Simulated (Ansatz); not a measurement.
# FHMoO2S: a ladder of functionals and wavefunction methods

One table from this session's results is given with a row withheld; the runs are named, their logs left out.

The runs use Ansatz 0.2.0, Gaussian basis; functionals in def2-TZVPP, the program's frozen cores in correlated methods.

The runs, in order: LDA (SPW92), PBE-D4, revPBE-D4, BLYP-D4, r2SCAN-D4, B97M-V, PBE0-D4, B3LYP-D4, r2SCANh-D4, r2SCAN0-D4, HSE06-D4, BHLYP-D4, CAM-B3LYP-D4, LC-ωPBE, ωB97X-V, ωB97M-V, B2PLYP, PBE-QIDH; CCSD(T)/def2-SVP; CCSD(T)/def2-TZVPP; MP2/def2-QZVPP; extrapolation to the limit; RPA on PBE.

1 further run of the same task is left out (for a known fault of the program).

## Structure used throughout

All runs share one geometry, relaxed beforehand with PBE0-D4 in a triple-zeta def2 set. Mo takes the def2 core potential; no spin-orbit term is included.

SMILES `[O]=[Mo]([OH])([F])=[S]`, 6 atoms, charge 0, spin multiplicity 1.

Atoms are counted from 1 here; the program's logs count them from 0.

Bond lengths: O1–Mo2 1.664 Å, Mo2–O3 1.856 Å, Mo2–F4 1.840 Å, Mo2–S5 2.104 Å, O3–H6 0.962 Å. Angles: O1–Mo2–O3 109.7°, O1–Mo2–F4 109.7°, O1–Mo2–S5 108.3°, O3–Mo2–F4 110.9°, O3–Mo2–S5 108.6°, F4–Mo2–S5 109.6°, Mo2–O3–H6 122.7°.

As a file:

```mol
FHMoO2S
  3D, bonds by distance, orders not assigned

  6  5  0  0  0  0  0  0  0  0999 V2000
   -1.3834    0.2271    1.0446 O   0  0
   -0.3041    0.1279   -0.2186 Mo  0  0
    1.3050   -0.5721    0.3874 O   0  0
   -1.0114   -0.9183   -1.5569 F   0  0
    0.0407    2.0708   -0.9475 S   0  0
    1.3953   -0.9995    1.2448 H   0  0
  1  2  8  0
  2  3  8  0
  2  4  8  0
  2  5  8  0
  3  6  8  0
M  END
```

The first run:

in.yaml

```yaml
crystal:
  periodic: [false, false, false]
  atoms:
    - {symbol: O, position_ang: [-1.383406, 0.227133, 1.044604]}
    - {symbol: Mo, position_ang: [-0.304068, 0.127916, -0.218565]}
    - {symbol: O, position_ang: [1.304988, -0.572072, 0.387398]}
    - {symbol: F, position_ang: [-1.011356, -0.918325, -1.556855]}
    - {symbol: S, position_ang: [0.040689, 2.070835, -0.947466]}
    - {symbol: H, position_ang: [1.395253, -0.999486, 1.244784]}
basis:
  gaussian: {orbitals: def2-TZVPP}
hamiltonian: {xc: lda}
output: {orbitals: {seedname: orbitals}}
```

The run is started by

```bash
$ ansatz run in.yaml --threads 4 --pin off --events-out ev --progress --plain --max-ram 10444MiB
```

Steps of the session up to this table: LDA; PBE-D4 (GGA); revPBE-D4 (GGA); BLYP-D4 (GGA); r2SCAN-D4 (meta-GGA); B97M-V (meta-GGA); PBE0-D4 (hybrid); B3LYP-D4 (hybrid); r2SCANh-D4 (hybrid); r2SCAN0-D4 (hybrid); HSE06-D4 (hybrid); BHLYP-D4 (hybrid); CAM-B3LYP-D4 (range-separated); LC-ωPBE (range-separated); ωB97X-V (range-separated); ωB97M-V (range-separated); B2PLYP (double hybrid); PBE-QIDH (double hybrid).

One table of the session follows, with a row left open; its other results are not shown here.

It belongs to the step «Frontier levels by functional». 

```
  functional  HOMO (eV)  LUMO (eV)  gap (eV)
 LDA (SPW92)      -6.94      -3.92      3.03
      PBE-D4      -6.75      -3.70      3.06
   revPBE-D4      -6.68      -3.61      3.07
     BLYP-D4      -6.60      -3.59      3.01
   r2SCAN-D4          ?          ?         ?
      B97M-V      -7.10      -3.68      3.43
     PBE0-D4      -8.02      -3.04      4.98
    B3LYP-D4      -7.78      -3.24      4.54
  r2SCANh-D4      -7.53      -3.46      4.08
  r2SCAN0-D4      -8.23      -3.06      5.18
    HSE06-D4      -7.63      -3.42      4.21
    BHLYP-D4      -9.15      -2.25      6.90
CAM-B3LYP-D4      -9.30      -2.00      7.30
     LC-ωPBE     -10.59      -0.94      9.65
     ωB97X-V     -10.26      -0.97      9.29
     ωB97M-V     -10.12      -0.96      9.16
```

**Question.** Estimate the row for r2SCAN-D4.

Worked estimate for «HOMO (eV)». Against the share of exact exchange, r2SCANh-D4 (0.1, -7.53), r2SCAN0-D4 (0.25, -8.23) give a slope of -4.67 per unit share; at 0 the line stands at -7.06.

**Answer.** HOMO (eV): -7.07; LUMO (eV): -3.72; gap (eV): 3.35. In «HOMO (eV)» the line misses by +0.01.
